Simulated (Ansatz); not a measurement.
# C₂H₅BO₂: up Jacob's ladder to CCSD(T)

An exercise on one series of results from a longer session: the logs are not shown, and one member is left open.

Computed with Ansatz 0.2.0, Gaussian basis. Level: functionals in def2-TZVPP, the program's frozen cores in correlated methods.

Plan: LDA (SPW92), PBE-D4, revPBE-D4, BLYP-D4, r2SCAN-D4, B97M-V, PBE0-D4, B3LYP-D4, r2SCANh-D4, r2SCAN0-D4, HSE06-D4, BHLYP-D4, CAM-B3LYP-D4, LC-ωPBE, ωB97X-V, ωB97M-V, B2PLYP, PBE-QIDH; CCSD(T)/def2-SVP; CCSD(T)/def2-TZVPP; MP2/def2-QZVPP; extrapolation to the limit; RPA on PBE.

### The geometry

An earlier PBE0-D4 in a triple-zeta def2 set relaxation fixed the geometry.

SMILES `CB(O)C=O`, 10 atoms, charge 0, spin multiplicity 1.

Atoms are counted from 1 here; the program's logs count them from 0.

Bond lengths: C1–B2 1.555 Å, C1–H6 1.096 Å, C1–H7 1.090 Å, C1–H8 1.097 Å, B2–O3 1.344 Å, B2–C4 1.621 Å, O3–H9 0.971 Å, C4–O5 1.213 Å, C4–H10 1.113 Å. Angles: B2–C1–H6 110.7°, B2–C1–H7 113.2°, B2–C1–H8 110.1°, H6–C1–H7 108.7°, H6–C1–H8 105.3°, H7–C1–H8 108.4°, C1–B2–O3 122.8°, C1–B2–C4 124.0°, O3–B2–C4 113.1°, B2–O3–H9 109.1°, B2–C4–O5 118.8°, B2–C4–H10 122.6°, O5–C4–H10 118.6°.

Set-up of the first run:

The input, in.yaml:

```yaml
crystal:
  periodic: [false, false, false]
  atoms:
    - {symbol: C, position_ang: [-1.016722, -0.608599, 0.801764]}
    - {symbol: B, position_ang: [0.291422, -0.165096, 0.086890]}
    - {symbol: O, position_ang: [1.484201, -0.734551, 0.330353]}
    - {symbol: C, position_ang: [0.363768, 1.014700, -1.023099]}
    - {symbol: O, position_ang: [1.435644, 1.280941, -1.523740]}
    - {symbol: H, position_ang: [-1.504856, 0.246299, 1.283373]}
    - {symbol: H, position_ang: [-0.855795, -1.386415, 1.548891]}
    - {symbol: H, position_ang: [-1.741002, -0.979503, 0.066484]}
    - {symbol: H, position_ang: [2.158911, -0.310151, -0.224337]}
    - {symbol: H, position_ang: [-0.532469, 1.591175, -1.343679]}
basis:
  gaussian: {orbitals: def2-TZVPP}
hamiltonian: {xc: lda}
output: {orbitals: {seedname: orbitals}}
```

On the command line:

```console
ansatz run in.yaml --threads 2 --pin off --events-out ev --progress --plain --max-ram 4352MiB
```

Among the steps run: LDA; PBE-D4 (GGA); revPBE-D4 (GGA); BLYP-D4 (GGA); r2SCAN-D4 (meta-GGA); B97M-V (meta-GGA); PBE0-D4 (hybrid); B3LYP-D4 (hybrid); r2SCANh-D4 (hybrid); r2SCAN0-D4 (hybrid); HSE06-D4 (hybrid); BHLYP-D4 (hybrid); CAM-B3LYP-D4 (range-separated); LC-ωPBE (range-separated); ωB97X-V (range-separated); ωB97M-V (range-separated); B2PLYP (double hybrid); PBE-QIDH (double hybrid).

One of the session's tables, all rows but one given; the rest of the session is left out.

It belongs to the step «Frontier levels by functional». 

| functional | HOMO (eV) | LUMO (eV) | gap (eV) |
| --- | --- | --- | --- |
| LDA (SPW92) | -5.95 | -3.56 | 2.39 |
| PBE-D4 | -5.80 | -3.28 | 2.52 |
| revPBE-D4 | -5.73 | -3.17 | 2.56 |
| BLYP-D4 | -5.75 | -3.15 | 2.60 |
| r2SCAN-D4 | -6.07 | -3.10 | 2.97 |
| B97M-V | -6.22 | -3.01 | 3.21 |
| PBE0-D4 | -7.35 | -2.19 | 5.17 |
| B3LYP-D4 | ? | ? | ? |
| r2SCANh-D4 | -6.66 | -2.69 | 3.97 |
| r2SCAN0-D4 | -7.55 | -2.09 | 5.46 |
| HSE06-D4 | -6.94 | -2.58 | 4.37 |
| BHLYP-D4 | -8.90 | -1.02 | 7.89 |
| CAM-B3LYP-D4 | -8.85 | -0.98 | 7.87 |
| LC-ωPBE | -10.12 | 0.29 | 10.41 |
| ωB97X-V | -9.81 | 0.20 | 10.00 |
| ωB97M-V | -9.72 | 0.10 | 9.82 |

Q: Estimate the row for B3LYP-D4 from the others.

Worked estimate for «HOMO (eV)». Against the share of exact exchange, BLYP-D4 (0, -5.75), BHLYP-D4 (0.5, -8.90) give a slope of -6.30 per unit share; at 0.2 the line stands at -7.01.

As computed: HOMO (eV): -7.16; LUMO (eV): -2.45; gap (eV): 4.71. In «HOMO (eV)» the line misses by +0.15.
